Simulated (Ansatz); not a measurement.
# Cu: the cost of one run

Method: DFT r2SCAN, scalar-relativistic, plane waves, PAW, in Ansatz 0.2.0.

### 1 The structure to begin with

Symmetry: I4/mmm, No. 139, tetragonal system. Conventional cell: a = 2.886 Å, b = 2.886 Å, c = 2.752 Å, α = 90.00°, β = 90.00°, γ = 90.00°. Cu (site symmetry 4/mmm) is surrounded by 10 Cu at 2.46 to 2.75 Å.

As a file:

```
Cu
1.0
    -2.88559   -2.88559    2.75216
     2.88559    2.88559    2.75216
    -2.88559    2.88559   -2.75216
Cu
8
Cartesian
  -2.8856 0.0000 0.0000
  -1.4428 1.4428 -1.3761
  -1.4428 -1.4428 1.3761
  0.0000 0.0000 0.0000
  -1.4428 1.4428 1.3761
  0.0000 2.8856 0.0000
  0.0000 0.0000 2.7522
  1.4428 1.4428 1.3761
```

It goes back to an entry of the Materials Project, which need not be the stable form.

No relaxation comes first: the listed cell is the starting point.

### 2 The undisturbed cell

Input file input.yaml:

```yaml
crystal:
  lattice:
    - [-2.88558664, -2.88558664, 2.7521629]
    - [2.88558664, 2.88558664, 2.7521629]
    - [-2.88558664, 2.88558664, -2.7521629]
  atoms:
    - { symbol: Cu, position: [0.5, 0.0, 0.5] }
    - { symbol: Cu, position: [0.0, 0.0, 0.5] }
    - { symbol: Cu, position: [0.5, 0.0, 0.0] }
    - { symbol: Cu, position: [0.0, 0.0, 0.0] }
    - { symbol: Cu, position: [0.5, 0.5, 0.5] }
    - { symbol: Cu, position: [0.0, 0.5, 0.5] }
    - { symbol: Cu, position: [0.5, 0.5, 0.0] }
    - { symbol: Cu, position: [0.0, 0.5, 0.0] }
basis:
  ecutwfc: 500
kpoints:
  mp_grid: { grid: [12, 12, 12] }
hamiltonian:
  xc: r2scan
scf:
  occupations: { method: gaussian, width: 0.15 }
output:
  forces: true
  stress: true
  eigenvalues: true
  write_density: true
  write_potential: true
  elf: true
  volumetric_format: npy
```

The run is started by

```sh
$ ansatz run input.yaml --threads 2 --pin off --max-ram 5120MiB --backend cpu --events-out ev --progress --plain --runs-dir out
```

What time and memory should one allow on 2 threads of Oxide Virtual Turin-like (Zen 5), shared host?

About 68 s, with a peak of 1.4 GiB.
